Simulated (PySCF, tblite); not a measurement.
# C6H11FS: a rotation path, then NMR shifts on frames, part 1 of 2

Aim: move C6H11FS (`CC[C@](C)(F)C(C)=S`) away from its starting geometry and see how NMR shifts follow the geometry.

Computed with tblite 0.8.0 and PySCF 2.14.0, with density-fitted response routines of our own, on a single molecule in the gas phase. Atoms are numbered from 0 throughout.

### Step 1. Starting geometry

19 atoms, charge 0, multiplicity 1; geometry from: GFN2-xTB.

Bonds of the start (Å): C0–C1 1.52, C1–C2 1.54, C2–C3 1.53, C2–F4 1.39, C2–C5 1.51, C5–C6 1.48, C5–S7 1.62, C0–H8 1.09, C0–H9 1.09, C0–H10 1.09, C1–H11 1.09, C1–H12 1.09, C3–H13 1.09, C3–H14 1.09, C3–H15 1.09, C6–H16 1.09, C6–H17 1.09, C6–H18 1.09.

### Step 2. A band between two rotamers with GFN2-xTB

What the job is given:

```
{"job": {"kind": "neb", "xc": "GFN2-xTB", "basis": "xTB", "atoms": [1, 2, 5, 6], "turn": 120}, "charge": 0, "multiplicity": 1}
C      1.579523    -0.791486    -1.205753
C      1.237214     0.522034    -0.512738
C      0.070757     0.377377     0.476624
C     -0.221142     1.698872     1.189026
F      0.455999    -0.539225     1.454751
C     -1.172193    -0.137179    -0.206844
C     -1.730673    -1.427226     0.263333
S     -1.853955     0.720758    -1.404984
H      1.797267    -1.562441    -0.470058
H      2.455194    -0.661167    -1.836131
H      0.753788    -1.125720    -1.830450
H      0.959016     1.275932    -1.249309
H      2.105458     0.879246     0.043944
H      0.679053     2.052233     1.685489
H     -0.998070     1.551087     1.936057
H     -0.555531     2.439221     0.469017
H     -0.981243    -2.213500     0.160744
H     -2.624146    -1.688937    -0.296824
H     -1.966119    -1.360628     1.326644
```

Level: GFN2-xTB climbing-image nudged elastic band, gas phase.

Launch:

```bash
OMP_NUM_THREADS=1 python probes_run.py task.json out
```

The driver reads the jobs from task.json and runs them one after another.

Output:

```text
image   E - E0 / eV
  0       0.0000
  1       0.0252
  2       0.0929
  3       0.2019
  4       0.3426
  5       0.3633
  6       0.2822
  7       0.2101
  8       0.1857
```

Run time: 7.8 s. Hardware: 1 thread of Arm Neoverse N1, shared host; peak memory 0.19 GiB.

The final band, with the dihedral C1–C2–C5–C6:

```csv
image,dihedral (°),energy (eV),energy (kcal/mol)
0,119,0.000,0.0
1,141,0.025,0.6
2,161,0.093,2.1
3,182,0.202,4.7
4,204,0.343,7.9
5,226,0.363,8.4
6,250,0.282,6.5
7,271,0.210,4.8
8,290,0.186,4.3
```

### Step 3. Shielding tensors: image 0, PBE0/pcSseg-1

What the job is given:

```
{"job": {"kind": "nmr", "xc": "PBE0", "basis": "pcSseg-1", "pop": false}, "charge": 0, "multiplicity": 1}
C      1.579500    -0.791500    -1.205800
C      1.237200     0.522000    -0.512700
C      0.070800     0.377400     0.476600
C     -0.221100     1.698900     1.189000
F      0.456000    -0.539200     1.454800
C     -1.172200    -0.137200    -0.206800
C     -1.730700    -1.427200     0.263300
S     -1.854000     0.720800    -1.405000
H      1.797300    -1.562400    -0.470100
H      2.455200    -0.661200    -1.836100
H      0.753800    -1.125700    -1.830400
H      0.959000     1.275900    -1.249300
H      2.105500     0.879200     0.043900
H      0.679100     2.052200     1.685500
H     -0.998100     1.551100     1.936100
H     -0.555500     2.439200     0.469000
H     -0.981200    -2.213500     0.160700
H     -2.624100    -1.688900    -0.296800
H     -1.966100    -1.360600     1.326600
```

Method: GIAO PBE0/pcSseg-1 NMR shielding, non-relativistic, gas phase.

Output:

```text
coarse grid: 16048 points
cycle   1  E = -732.5689383405  dE =  8.192e-01  |g| = 6.241e-01  |ddm| = 3.832e+00
cycle   2  E = -732.4786410543  dE =  9.030e-02  |g| = 9.361e-01  |ddm| = 1.260e+00
cycle   3  E = -732.6444841626  dE = -1.658e-01  |g| = 1.846e-01  |ddm| = 9.155e-01
cycle   4  E = -732.6529034852  dE = -8.419e-03  |g| = 5.619e-02  |ddm| = 2.618e-01
cycle   5  E = -732.6536809812  dE = -7.775e-04  |g| = 2.055e-02  |ddm| = 8.580e-02
cycle   6  E = -732.6537667096  dE = -8.573e-05  |g| = 2.934e-03  |ddm| = 2.135e-02
cycle   7  E = -732.6537682727  dE = -1.563e-06  |g| = 9.856e-04  |ddm| = 3.345e-03
final grid: 149696 points
cycle   8  E = -732.7116891459  dE = -5.101e-05  |g| = 1.149e-02  |ddm| = 4.042e-02
cycle   9  E = -732.7116193628  dE =  6.978e-05  |g| = 1.990e-02  |ddm| = 3.069e-02
cycle  10  E = -732.7117195585  dE = -1.002e-04  |g| = 3.320e-03  |ddm| = 2.373e-02
cycle  11  E = -732.7117224342  dE = -2.876e-06  |g| = 3.519e-04  |ddm| = 3.648e-03
cycle  12  E = -732.7117224519  dE = -1.771e-08  |g| = 1.766e-04  |ddm| = 4.266e-04
cycle  13  E = -732.7117224566  dE = -4.643e-09  |g| = 4.067e-05  |ddm| = 1.532e-04
cycle  14  E = -732.7117224570  dE = -4.450e-10  |g| = 8.558e-06  |ddm| = 7.462e-05
converged SCF energy = -732.7117224570

GIAO shielding tensors (ppm)
atom      isotropic    diamagn.    paramagn.     s11        s22        s33       span
  0 C      177.621     247.707     -70.087    167.563    176.965    188.334     20.771
  1 C      143.506     249.492    -105.986    126.053    136.030    168.435     42.382
  2 C       74.354     244.253    -169.898     54.687     63.346    105.030     50.343
  3 C      152.030     247.525     -95.495    124.700    148.477    182.912     58.212
  4 F      354.272     478.654    -124.382    330.149    344.991    387.675     57.527
  5 C      -99.845     263.702    -363.547   -261.118   -170.233    131.817    392.935
  6 C      142.142     247.064    -104.921    114.793    135.957    175.677     60.883
  7 S     -420.574    1058.619   -1479.193  -1578.674   -323.848    640.800   2219.474
  8 H       30.403      30.707      -0.304     25.710     29.788     35.710      9.999
  9 H       30.836      28.344       2.492     25.847     27.737     38.922     13.075
 10 H       30.884      30.944      -0.060     26.038     31.121     35.493      9.455
 11 H       29.390      32.076      -2.686     25.920     28.459     33.791      7.871
 12 H       29.837      31.921      -2.085     25.594     29.771     34.145      8.551
 13 H       30.171      30.188      -0.017     26.875     27.924     35.715      8.840
 14 H       30.034      30.169      -0.135     26.187     28.373     35.541      9.354
 15 H       29.780      30.512      -0.732     25.296     29.365     34.679      9.383
 16 H       28.518      30.061      -1.543     25.082     29.007     31.465      6.384
 17 H       28.451      29.589      -1.138     24.636     28.228     32.489      7.853
 18 H       28.306      29.410      -1.103     24.410     28.099     32.410      8.000
```

Wall time 69 s (1 thread of Arm Neoverse N1, shared host); peak memory 0.89 GiB.

The references, computed at this level on geometries of the same kind, shield at (ppm): 1H TMS 31.72, 13C TMS 186.9, 19F CFCl3 170.9, 33S CS2 504. Their shielding less the atom's gives the shift. The references are single molecules in the gas phase, so shifts against H2O, NH3, PH3, H3PO4 or CFCl3 are not on the usual liquid scales and can be off by tens of ppm. Each atom is listed at this fixed geometry, with no averaging over motion; a spectrum would average atoms that exchange fast.

```csv
atoms,environment,σ (ppm),δ (ppm)
C5,thiocarbonyl carbon,-99.8,286.8
C2,fully substituted sp3 carbon bonded to F,74.4,112.6
C6,methyl carbon,142.1,44.8
C1,sp3 CH2,143.5,43.4
C3,methyl carbon,152.0,34.9
C0,methyl carbon,177.6,9.3
H18,hydrogen on a methyl carbon,28.31,3.41
H17,hydrogen on a methyl carbon,28.45,3.27
H16,hydrogen on a methyl carbon,28.52,3.20
H11,hydrogen on an sp3 CH2,29.39,2.33
H15,hydrogen on a methyl carbon,29.78,1.94
H12,hydrogen on an sp3 CH2,29.84,1.88
H14,hydrogen on a methyl carbon,30.03,1.68
H13,hydrogen on a methyl carbon,30.17,1.55
H8,hydrogen on a methyl carbon,30.40,1.31
H9,hydrogen on a methyl carbon,30.84,0.88
H10,hydrogen on a methyl carbon,30.88,0.83
F4,fluorine on an sp3 carbon,354.3,-183.3
S7,thione sulfur,-421,924
```

The fields below are evaluated on a grid from the run's orbitals.

Frontier orbitals at PBE0/pcSseg-1, with the share of their density that lies nearest to each atom:

```csv
orbital,energy (eV),lies on
HOMO,-6.51,S7 79 %
LUMO,-2.13,C5 43 %; S7 37 %
```

ELF in a plane through or near 7 of the atoms.

Ten even steps from '0' (0.00) to '9' (1.00):
```
0000000000000000000000000000
0000000000000000000000000000
0000000000000000000000000000
0000000000000134200000000000
0000000068743588820000000000
0000000399984488600000000000
0000000189972253002541000000
0000000001258972159997000000
0000000000046347679996000000
0000000001378239625731000000
0000026655667644588411100000
0000015742763101452699970000
0000015616552002534699991000
0000037777885004665589970000
0000025534785002332123300000
0000000000220000000000000000
0000000000000000000000000000
0000000000000000000000000000
0000000000000000000000000000
0000000000000000000000000000
```
The map spans 10.9 Å across and 10.5 Å up, centred on the molecule. Atoms in the plane (x, y in Å): C0 (1.8, -1.2), C1 (1.4, 0.3), C2 (-0.1, 0.6), C3 (-0.4, 2.0), C6 (-1.9, -1.2), H9 (2.8, -1.3), H14 (-1.4, 2.2).

On the surface of density 0.002 e/bohr³ the electrostatic potential runs, from the 1st to the 99th percentile, from -0.96 V near S7 to 0.83 V near H18.

### Step 4. Nuclear shieldings: image 2, PBE0/pcSseg-1

What the job is given:

```
{"job": {"kind": "nmr", "xc": "PBE0", "basis": "pcSseg-1", "pop": false}, "charge": 0, "multiplicity": 1}
C      1.831600    -0.596100    -1.383400
C      1.272700     0.570400    -0.577200
C      0.137200     0.181100     0.374800
C     -0.258600     1.377000     1.251000
F      0.611800    -0.811100     1.236300
C     -1.108900    -0.342400    -0.305800
C     -2.046800    -1.129500     0.536100
S     -1.457200     0.023600    -1.847000
H      2.176000    -1.385300    -0.720000
H      2.672800    -0.252000    -1.980600
H      1.082500    -1.004900    -2.056100
H      0.897600     1.344300    -1.247900
H      2.073300     0.997400     0.029400
H      0.630400     1.788600     1.721600
H     -0.945300     1.058900     2.031700
H     -0.732200     2.141900     0.642600
H     -1.522900    -1.945400     1.033400
H     -2.865000    -1.519800    -0.063100
H     -2.458700    -0.487400     1.316600
```

Method: GIAO PBE0/pcSseg-1 NMR shielding, non-relativistic, gas phase.

Output:

```text
coarse grid: 16048 points
cycle   1  E = -732.5621018606  dE =  8.209e-01  |g| = 6.284e-01  |ddm| = 3.843e+00
cycle   2  E = -732.4699098838  dE =  9.219e-02  |g| = 9.444e-01  |ddm| = 1.266e+00
cycle   3  E = -732.6392702560  dE = -1.694e-01  |g| = 1.845e-01  |ddm| = 9.247e-01
cycle   4  E = -732.6476289018  dE = -8.359e-03  |g| = 5.742e-02  |ddm| = 2.641e-01
cycle   5  E = -732.6484408385  dE = -8.119e-04  |g| = 2.118e-02  |ddm| = 8.858e-02
cycle   6  E = -732.6485312351  dE = -9.040e-05  |g| = 3.001e-03  |ddm| = 2.138e-02
cycle   7  E = -732.6485329008  dE = -1.666e-06  |g| = 9.896e-04  |ddm| = 3.502e-03
final grid: 149696 points
cycle   8  E = -732.7072446000  dE = -4.651e-05  |g| = 1.189e-02  |ddm| = 3.839e-02
cycle   9  E = -732.7071689723  dE =  7.563e-05  |g| = 2.063e-02  |ddm| = 3.300e-02
cycle  10  E = -732.7072772645  dE = -1.083e-04  |g| = 3.510e-03  |ddm| = 2.515e-02
cycle  11  E = -732.7072804637  dE = -3.199e-06  |g| = 3.441e-04  |ddm| = 3.763e-03
cycle  12  E = -732.7072804794  dE = -1.573e-08  |g| = 1.830e-04  |ddm| = 4.272e-04
cycle  13  E = -732.7072804845  dE = -5.053e-09  |g| = 3.651e-05  |ddm| = 1.599e-04
cycle  14  E = -732.7072804848  dE = -3.436e-10  |g| = 6.946e-06  |ddm| = 6.644e-05
converged SCF energy = -732.7072804848

GIAO shielding tensors (ppm)
atom      isotropic    diamagn.    paramagn.     s11        s22        s33       span
  0 C      178.266     245.932     -67.666    168.766    178.285    187.747     18.981
  1 C      149.663     248.926     -99.263    136.378    143.622    168.987     32.608
  2 C       80.681     244.619    -163.938     58.326     73.532    110.185     51.859
  3 C      152.660     249.142     -96.482    132.337    138.932    186.712     54.375
  4 F      354.569     478.137    -123.567    299.581    361.318    402.809    103.228
  5 C      -93.674     262.227    -355.901   -256.563   -158.890    134.431    390.993
  6 C      146.372     247.120    -100.749    121.118    135.893    182.104     60.987
  7 S     -509.991    1058.772   -1568.763  -1817.317   -340.639    627.983   2445.300
  8 H       30.679      30.058       0.621     25.375     29.984     36.679     11.303
  9 H       30.954      27.969       2.985     26.191     27.713     38.957     12.766
 10 H       30.372      30.402      -0.030     24.785     31.514     34.819     10.034
 11 H       29.067      31.873      -2.806     26.733     27.133     33.335      6.602
 12 H       30.001      31.885      -1.884     25.177     30.378     34.448      9.271
 13 H       29.940      30.691      -0.751     26.238     28.507     35.074      8.836
 14 H       29.726      31.091      -1.366     25.418     29.000     34.759      9.341
 15 H       30.496      30.884      -0.388     27.103     28.568     35.816      8.713
 16 H       28.085      29.664      -1.579     23.612     28.982     31.660      8.048
 17 H       28.507      29.368      -0.861     24.560     28.588     32.373      7.813
 18 H       28.606      29.240      -0.635     24.437     28.835     32.545      8.108
```

It took 55 s on 1 thread of Arm Neoverse N1, shared host; peak memory 1 GiB.

Key values: δ C5 280.6, C2 106.2, C6 40.6, C1 37.3, H16 3.63, H17 3.21 ppm.

(Continued in part 2 of 2.)
